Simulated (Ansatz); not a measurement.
# Ti3Se (P-6m2) in Ansatz: further runs, part 2 of 2

Ansatz 0.2.0. The steps go on from the part before.

**3. Single point, PBE, 16.53 Å³/atom (volume scaled by 0.94)**

input.yaml

```yaml
crystal:
  lattice:
    - [3.132173292, 0.0, 0.0]
    - [-1.566086646, 2.7125416399, 0.0]
    - [0.0, 0.0, 7.7806026671]
  atoms:
    - { symbol: Se, position: [0.0, 0.0, 0.0] }
    - { symbol: Ti, position: [0.6666666667, 0.3333333333, 0.5] }
    - { symbol: Ti, position: [0.3333333333, 0.6666666667, 0.772902] }
    - { symbol: Ti, position: [0.3333333333, 0.6666666667, 0.227098] }
hamiltonian:
  xc: pbe
  pseudopotentials: { kind: paw }
kpoints:
  mp_grid: { grid: [10, 10, 4] }
scf:
  occupations: { method: fermi_dirac, width: 0.05 }
output:
  forces: true
  stress: true
  eigenvalues: true
  write_density: true
  write_potential: true
  elf: true
  volumetric_format: npy
```

Potentials or basis: Ansatz PAW.

On the command line:

```bash
> ansatz run input.yaml --threads 2 --pin off --max-ram 5632MiB --backend cpu --events-out ev --progress --plain --runs-dir out
```

Output:

```text
Warning: RAYON_NUM_THREADS=2 ignored (pool sized by the plan → 2); use --threads N
Engine: ansatz 0.2.0, x86_64-unknown-linux-gnu
Pseudopotentials: kind: paw
Pseudopotential: Se, paw, valence charge 16, recommended cutoff 420 eV (normal), Se.paw.azcp
Pseudopotential: Ti, paw, valence charge 12, recommended cutoff 420 eV (normal), Ti.paw.azcp
Functional definition: PBE
  parameter kappa = 0.804
  parameter beta = 0.06672455060314922
  exchange = pbe_x(kappa = kappa, mu = beta*pi^2/3)
  correlation = pbe_c(beta = beta)
Crystal: 4 atoms, lattice volume = 66.105 Å³
Basis set: ecut = 420 eV, 1275 PW (Γ), exchange–correlation on 48×48×108 points (8 copies of the dense FFT grid, shifted against one another)
Bands: 32, of which v1, the nominal top of the filled ones, is band 26 counted from 1 (25 counted from 0)
Symmetry: 12 space group operations
Space group: P-6m2 (ITA 187), of the structure as read, at distance tolerance 4.0e-5 Å
k-points: 42 of 400 (time reversal used)
Non-local potential: Se, projectors of the file, l = 0: 2, l = 1: 2, l = 2: 3, l = 3: 1
Non-local potential: Ti, projectors of the file, l = 0: 3, l = 1: 2, l = 2: 3, l = 3: 1
PAW form: soft (Blöchl's): semilocal exchange-correlation on the pseudo side does not see the compensation charge
PAW one-centre angular grid: Se, 590 points (default); XC on 64 Gauss nodes
PAW one-centre angular grid: Ti, 590 points (default); XC on 64 Gauss nodes
Initial density: superposition of atomic densities (neutral atoms: chi_scale 0, normalization atom), corrected by the library's trained network
Initial wavefunctions: pseudopotential atomic-orbital guess
Functional: x = pbe(κ = 0.804, μ = 0.2195149727645171), c = pbe(β = 0.06672455060314922)
SCF iter   1: F=—  HF=-12969.885662 eV  |F-HF|=—  |Δ(HF+E_count)|=         —  Δρ=1.12e-2  dr2=1.33e-1  ethr=1.77e-3  ⟨swp⟩=5.2  Hψ=4818  notcnv=0
preconditioner: auto → Kerker (q_TF=auto, 2.621 Å⁻¹)  [metal: Δε(μ)=0.061 eV  Ē_g=5.319 eV  σ=0.050 eV  W_gap=0.30  n_scr=24 (ndim 8)  ℏωp=19.4 eV  f_vac=0.000  D(μ)=2.53/eV (n_scr^D=24)]
SCF iter   2: F=—  HF=-12969.870994 eV  |F-HF|=—  |Δ(HF+E_count)|=   1.47e-2  Δρ=5.42e-3  dr2=3.75e-2  ethr=2.56e-4  ⟨swp⟩=2.0  Hψ=1887  notcnv=0
SCF iter   3: F=—  HF=-12969.867316 eV  |F-HF|=—  |Δ(HF+E_count)|=   3.68e-3  Δρ=1.25e-3  dr2=2.14e-3  ethr=7.21e-5  ⟨swp⟩=2.1  Hψ=1832  notcnv=0
SCF iter   4: F=—  HF=-12969.867054 eV  |F-HF|=—  |Δ(HF+E_count)|=   2.62e-4  Δρ=4.67e-4  dr2=1.90e-4  ethr=4.11e-6  ⟨swp⟩=2.1  Hψ=2274  notcnv=0
SCF iter   5: F=—  HF=-12969.866996 eV  |F-HF|=—  |Δ(HF+E_count)|=   5.81e-5  Δρ=1.69e-4  dr2=3.03e-5  ethr=3.64e-7  ⟨swp⟩=2.0  Hψ=2295  notcnv=0
SCF iter   6: F=—  HF=-12969.866976 eV  |F-HF|=—  |Δ(HF+E_count)|=   1.99e-5  Δρ=4.64e-5  dr2=2.10e-6  ethr=5.83e-8  ⟨swp⟩=2.0  Hψ=1582  notcnv=0
SCF iter   7: F=—  HF=-12969.866976 eV  |F-HF|=—  |Δ(HF+E_count)|=   6.47e-8  Δρ=1.19e-5  dr2=1.95e-7  ethr=4.04e-9  ⟨swp⟩=2.0  Hψ=1654  notcnv=0
SCF iter   8: F=-12969.866976 eV  HF=-12969.866976 eV  |F-HF|=5.15e-9  |Δ(HF+E_count)|=   1.28e-8  Δρ=3.32e-6  dr2=9.72e-9  ethr=1.92e-10  ⟨swp⟩=7.0  Hψ=7180  notcnv=0
the search or the solves at the SCF's close seem to have found levels that the self-consistency loop had missed (the run counts 1). By its estimate they hold under 1e-12 electrons; where the run keeps them, the occupations were computed again with them
SCF 1 converged in 8 iterations: F = -12969.866976 eV  dr2 = 9.72e-9
SCF converged after 8 iterations
Free energy (F): -12969.866976 eV
Harris-Foulkes:  -12969.866976 eV  (|F-HF|=5.15e-9)
Internal energy: -12969.845549 eV  (E = F + TS)
E sigma→0 (E₀):  -12969.856263 eV
Entropy (-TS):   -0.021428 eV (-5.357 meV/atom)
Fermi energy:    14.432520 eV
--- Per-component energies (eV) ---
  E_band       = -741.825417
  E_kinetic    = 942.925883
  E_local      = -4703.938276  (includes V_loc(G=0)·N_el)
  E_nonlocal   = -571.801835
  E_hartree    = 2176.615480
  E_xc         = -400.281377
  E_vxc        = -469.077906  (∫ρ·V_xc dr)
  E_paw        = -5054.015092  (= ΣΔE_a)
  E_vpaw       = -293.162433  (= ΣTr[D̂ρ^β])
  E_aug_tail   = -0.000212  (compensation charges beyond the density's cutoff)
  E_ewald      = -5359.350119
  E_smearing   = -0.021428  (= −TS)
  E_closure    = 0.000000  (closes the sum)
  Σ components = -12969.866976   (vs F -12969.866976, Δ=0.00e0)
--- Forces (eV/Å), atoms counted from 1 ---
  atom   1  Se    -0.00000000    -0.00000000     0.00000000
  atom   2  Ti     0.00000000    -0.00000000     0.00000000
  atom   3  Ti     0.00000000     0.00000000    -0.23273634
  atom   4  Ti     0.00000000     0.00000000     0.23273634
  max |Σ_I F_I| component: 1.85e-17 eV/Å
--- Stress (GPa, compression-positive) ---
        7.598849       0.000000      -0.000000
        0.000000       7.598849       0.000000
       -0.000000       0.000000       9.083477
  P = ⅓ Tr σ = 8.0937 GPa (80.937 kbar)
--- Band table (eV; the first three rows and the last of 42) ---
  k-point 0: bands = ["-42.4491", "-42.4173", "-42.2609", "-34.1072", "-34.1072", "-34.1022", "-34.1020", "-34.1020", "-18.9972", "-18.8690", "-18.5456", "-18.5456", "-18.5132", "-18.5132", "-18.3900", "-18.3708", "-18.3708", "-1.4174", "7.6942", "9.6032", "12.0462", "13.0894", "13.0894", "14.3578", "14.5846", "14.5846", "14.7391", "14.7391", "15.4725", "15.5560", "15.9521", "15.9521"]
  k-point 1: bands = ["-42.4480", "-42.4186", "-42.2606", "-34.1072", "-34.1072", "-34.1022", "-34.1020", "-34.1020", "-19.0189", "-18.8388", "-18.5443", "-18.5443", "-18.5149", "-18.5149", "-18.3985", "-18.3705", "-18.3705", "-1.4148", "7.5282", "10.0184", "11.9163", "13.0415", "13.0415", "14.0358", "14.7771", "14.7771", "14.7951", "14.7951", "15.2458", "15.7231", "15.7231", "15.8372"]
  k-point 2: bands = ["-42.4468", "-42.4201", "-42.2604", "-34.1072", "-34.1072", "-34.1022", "-34.1020", "-34.1020", "-19.0353", "-18.8135", "-18.5427", "-18.5427", "-18.5167", "-18.5167", "-18.4076", "-18.3702", "-18.3702", "-1.4123", "7.3949", "10.5261", "11.6518", "12.9990", "12.9990", "13.7679", "14.8410", "14.8410", "15.0733", "15.0733", "15.1107", "15.5129", "15.5129", "15.9965"]
  k-point 41: bands = ["-42.3815", "-42.3803", "-42.2534", "-34.1097", "-34.1087", "-34.0985", "-34.0982", "-34.0960", "-18.8928", "-18.8509", "-18.7969", "-18.7786", "-18.7024", "-18.6884", "-18.4925", "-18.4422", "-18.4017", "0.8726", "7.9493", "8.8740", "9.6110", "12.8908", "12.9382", "13.1837", "13.3918", "14.2580", "14.3084", "14.4756", "15.8167", "16.2373", "16.8756", "17.0886"]
```

v_z.tsv:

```text
# z_ang	v_es[eV]	v_tot[eV]
# format = ansatz-planar-average/11
# xc	pbe
# density_cutoff_ev	1680
# datasets	Se=:simpson_from_first_knot:soft	Ti=:simpson_from_first_knot:soft
# lattice	3.132173292	0.000000000	0.000000000
# lattice	-1.566086646	2.712541640	0.000000000
# lattice	0.000000000	0.000000000	7.780602667
# sites	4
# site	34	-0.000000000	-0.000000000	0.000000000
# site	22	1.566086646	0.904180547	3.890301334
# site	22	0.000000000	1.808361093	6.013643363
# site	22	0.000000000	1.808361093	1.766959304
0.000000	7.621797e0	-5.557628e0
0.144085	7.629418e0	-5.420524e0
0.288170	7.661556e0	-5.028513e0
0.432256	7.766420e0	-4.425702e0
0.576341	8.081176e0	-3.595642e0
0.720426	8.764384e0	-2.440937e0
[... 46 lines left out ...]
7.492432	7.661556e0	-5.028513e0
7.636517	7.629418e0	-5.420524e0
```

Wall time 9.6 s (2 threads of Intel Xeon at 2.50GHz (Skylake/Cascade Lake), shared host); peak memory 0.4 GiB.

What came out:

```
Free energy            : -12969.8670 eV
Pressure               : 8.1 GPa
Largest force          : 0.233 eV/Å
Band gap on the k mesh : none (metal or under the smearing width)
```

**4. Single point, PBE, 16.88 Å³/atom (volume scaled by 0.96)**

input.yaml: that of step 3 with these lines changed.

```diff
@@ -2,5 +2,5 @@
   lattice:
-    - [3.132173292, 0.0, 0.0]
-    - [-1.566086646, 2.7125416399, 0.0]
-    - [0.0, 0.0, 7.7806026671]
+    - [3.1542315771, 0.0, 0.0]
+    - [-1.5771157886, 2.7316446752, 0.0]
+    - [0.0, 0.0, 7.8353974489]
   atoms:
@@ -21,5 +21 @@
   eigenvalues: true
-  write_density: true
-  write_potential: true
-  elf: true
-  volumetric_format: npy
```

On the command line:

```bash
> ansatz run input.yaml --threads 2 --pin off --max-ram 5632MiB --backend cpu --events-out ev --progress --plain --runs-dir out
```

Wall time 6.8 s (2 threads of Intel Xeon at 2.50GHz (Skylake/Cascade Lake), shared host); peak memory 0.39 GiB.

The run converged. Its results:

```
Free energy            : -12969.9250 eV
Pressure               : 5.2 GPa
Largest force          : 0.154 eV/Å
Band gap on the k mesh : none (metal or under the smearing width)
```

**5. Single point, PBE, 17.23 Å³/atom (volume scaled by 0.98)**

input.yaml: that of step 4 with these lines changed.

```diff
@@ -2,5 +2,5 @@
   lattice:
-    - [3.1542315771, 0.0, 0.0]
-    - [-1.5771157886, 2.7316446752, 0.0]
-    - [0.0, 0.0, 7.8353974489]
+    - [3.1759855858, 0.0, 0.0]
+    - [-1.5879927929, 2.7504841993, 0.0]
+    - [0.0, 0.0, 7.8894363804]
   atoms:
@@ -21 +21,5 @@
   eigenvalues: true
+  write_density: true
+  write_potential: true
+  elf: true
+  volumetric_format: npy
```

On the command line:

```bash
> ansatz run input.yaml --threads 2 --pin off --max-ram 5632MiB --backend cpu --events-out ev --progress --plain --runs-dir out
```

It took 9.3 s on 2 threads of Intel Xeon at 2.50GHz (Skylake/Cascade Lake), shared host; peak memory 0.4 GiB.

The run converged. Its results:

```
Free energy            : -12969.9585 eV
Pressure               : 2.5 GPa
Largest force          : 0.083 eV/Å
Band gap on the k mesh : none (metal or under the smearing width)
```

**6. Single point, PBE, 17.58 Å³/atom**

input.yaml: that of step 5 with these lines changed.

```diff
@@ -2,5 +2,5 @@
   lattice:
-    - [3.1759855858, 0.0, 0.0]
-    - [-1.5879927929, 2.7504841993, 0.0]
-    - [0.0, 0.0, 7.8894363804]
+    - [3.1974455988, 0.0, 0.0]
+    - [-1.5987227994, 2.7690691158, 0.0]
+    - [0.0, 0.0, 7.942745]
   atoms:
@@ -21,5 +21 @@
   eigenvalues: true
-  write_density: true
-  write_potential: true
-  elf: true
-  volumetric_format: npy
```

Potentials or basis: Ansatz PAW.

On the command line:

```bash
> ansatz run input.yaml --threads 2 --pin off --max-ram 5632MiB --backend cpu --events-out ev --progress --plain --runs-dir out
```

It took 6.7 s on 2 threads of Intel Xeon at 2.50GHz (Skylake/Cascade Lake), shared host; peak memory 0.4 GiB.

It converged, with:

```yaml
Free_energy: -12969.9700 eV
Pressure: 0.1 GPa
Largest_force: 0.021 eV/Å
Band_gap_on_the_k_mesh: none (metal or under the smearing width)
```

**7. Single point, PBE, 17.93 Å³/atom (volume scaled by 1.02)**

input.yaml: that of step 6 with these lines changed.

```diff
@@ -2,5 +2,5 @@
   lattice:
-    - [3.1974455988, 0.0, 0.0]
-    - [-1.5987227994, 2.7690691158, 0.0]
-    - [0.0, 0.0, 7.942745]
+    - [3.2186213523, 0.0, 0.0]
+    - [-1.6093106762, 2.7874078563, 0.0]
+    - [0.0, 0.0, 7.9953474932]
   atoms:
```

On the command line:

```bash
> ansatz run input.yaml --threads 2 --pin off --max-ram 5632MiB --backend cpu --events-out ev --progress --plain --runs-dir out
```

Run time: 7.2 s. Hardware: 2 threads of Intel Xeon at 2.50GHz (Skylake/Cascade Lake), shared host; peak memory 0.4 GiB.

It converged, with:

```yaml
Free_energy: -12969.9616 eV
Pressure: -2.0 GPa
Largest_force: 0.034 eV/Å
Band_gap_on_the_k_mesh: none (metal or under the smearing width)
```

**8. Single point, PBE, 18.28 Å³/atom (volume scaled by 1.04)**

input.yaml: that of step 7 with these lines changed.

```diff
@@ -2,5 +2,5 @@
   lattice:
-    - [3.2186213523, 0.0, 0.0]
-    - [-1.6093106762, 2.7874078563, 0.0]
-    - [0.0, 0.0, 7.9953474932]
+    - [3.2395220766, 0.0, 0.0]
+    - [-1.6197610383, 2.8055084145, 0.0]
+    - [0.0, 0.0, 8.0472667889]
   atoms:
@@ -21 +21,5 @@
   eigenvalues: true
+  write_density: true
+  write_potential: true
+  elf: true
+  volumetric_format: npy
```

On the command line:

```bash
> ansatz run input.yaml --threads 2 --pin off --max-ram 5632MiB --backend cpu --events-out ev --progress --plain --runs-dir out
```

It took 9 s on 2 threads of Intel Xeon at 2.50GHz (Skylake/Cascade Lake), shared host; peak memory 0.41 GiB.

It converged, with:

```yaml
Free_energy: -12969.9352 eV
Pressure: -4.0 GPa
Largest_force: 0.083 eV/Å
Band_gap_on_the_k_mesh: none (metal or under the smearing width)
```

**9. Single point, PBE, 18.64 Å³/atom (volume scaled by 1.06)**

input.yaml: that of step 8 with these lines changed.

```diff
@@ -2,5 +2,5 @@
   lattice:
-    - [3.2395220766, 0.0, 0.0]
-    - [-1.6197610383, 2.8055084145, 0.0]
-    - [0.0, 0.0, 8.0472667889]
+    - [3.2601565315, 0.0, 0.0]
+    - [-1.6300782658, 2.8233783766, 0.0]
+    - [0.0, 0.0, 8.0985246472]
   atoms:
```

Potentials or basis: Ansatz PAW.

On the command line:

```bash
> ansatz run input.yaml --threads 2 --pin off --max-ram 5632MiB --backend cpu --events-out ev --progress --plain --runs-dir out
```

It took 10 s on 2 threads of Intel Xeon at 2.50GHz (Skylake/Cascade Lake), shared host; peak memory 0.41 GiB.

Results (log left out):

```yaml
Free_energy: -12969.8926 eV
Pressure: -5.7 GPa
Largest_force: 0.126 eV/Å
Band_gap_on_the_k_mesh: none (metal or under the smearing width)
```

**10. Equation of state, PBE**

No new run: the results of the series are fitted here.

Results:

```
Equilibrium volume                        : 17.60 Å³/atom
Bulk modulus at fixed shape and positions : 113 GPa
Pressure derivative of the bulk modulus   : 4.1
```

Energy against volume, from the lowest point:
```csv
volume (Å³/atom),energy (meV/atom)
16.526,25.76
16.878,11.27
17.230,2.88
17.581,0.00
17.933,2.10
18.284,8.71
18.636,19.37
```

Caveat: the cell was scaled at fixed shape and fractional positions, which overstates the stiffness of a crystal with free parameters, most of all of layers and chains.
